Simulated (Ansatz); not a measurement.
Relaxation of a periodic cell of 17 atoms, Si (host Si, host structure diamond, interstitial Si), to a largest force component of 0.03 eV/Å in at most 60 steps.

Level of theory: Ansatz 0.2.0, DFT PBE, scalar-relativistic, plane waves, PAW. Settings: PAW set soft_1, cutoff 420 eV, k mesh 2x2x2, fermi-dirac smearing 0.05 eV, no spin polarisation.

```xyz
17
Lattice="0.0000 5.4300 5.4300 5.4300 0.0000 5.4300 5.4300 5.4300 0.0000" Properties=species:S:1:pos:R:3
Si 0.000 0.000 0.000
Si 1.357 1.357 1.357
Si 2.715 2.715 0.000
Si 4.072 4.072 1.357
Si 2.715 0.000 2.715
Si 4.072 1.357 4.072
Si 5.430 2.715 2.715
Si 6.787 4.072 4.072
Si 0.000 2.715 2.715
Si 1.357 4.072 4.072
Si 2.715 5.430 2.715
Si 4.072 6.787 4.072
Si 2.715 2.715 5.430
Si 4.072 4.072 6.787
Si 5.430 5.430 5.430
Si 6.787 6.787 6.787
Si 4.095 4.035 4.064
```

**Question.** Where does it end, and by what steps?

**Answer.** The forces met the threshold. The force dipped under the threshold on the way, but the program's further checks kept it going. Limits of this set-up: coarse k mesh. After 3 steps the energy has fallen by 0.132 eV; Si7 moved furthest, 0.05 Å.

```
step  energy less start (eV)  largest force component (eV/Å)  accepted
   0                  0.0000                           0.678       yes
   1                 -0.1164                           0.243       yes
   2                 -0.1316                           0.021       yes
   3                 -0.1316                           0.021       yes
```

```xyz
17
Lattice="0.0000 5.4300 5.4300 5.4300 0.0000 5.4300 5.4300 5.4300 0.0000" Properties=species:S:1:pos:R:3
Si 0.006 0.003 0.004
Si 1.358 1.357 1.357
Si 2.711 2.709 0.004
Si 4.075 4.070 1.323
Si 2.711 0.004 2.709
Si 4.074 1.321 4.071
Si 5.457 2.687 2.689
Si 6.822 4.070 4.071
Si 0.005 2.710 2.710
Si 1.325 4.071 4.073
Si 2.694 5.450 2.692
Si 4.074 6.820 4.072
Si 2.692 2.688 5.454
Si 4.073 4.071 6.820
Si 5.454 5.452 5.453
Si 6.790 6.783 6.787
Si 4.075 4.068 4.072
```

Whether the end is a true minimum wasn't checked by a vibrational analysis.

Run time: 21 s on 1 thread of Arm Neoverse V1, with other jobs on the host, peak memory 0.49 GiB.
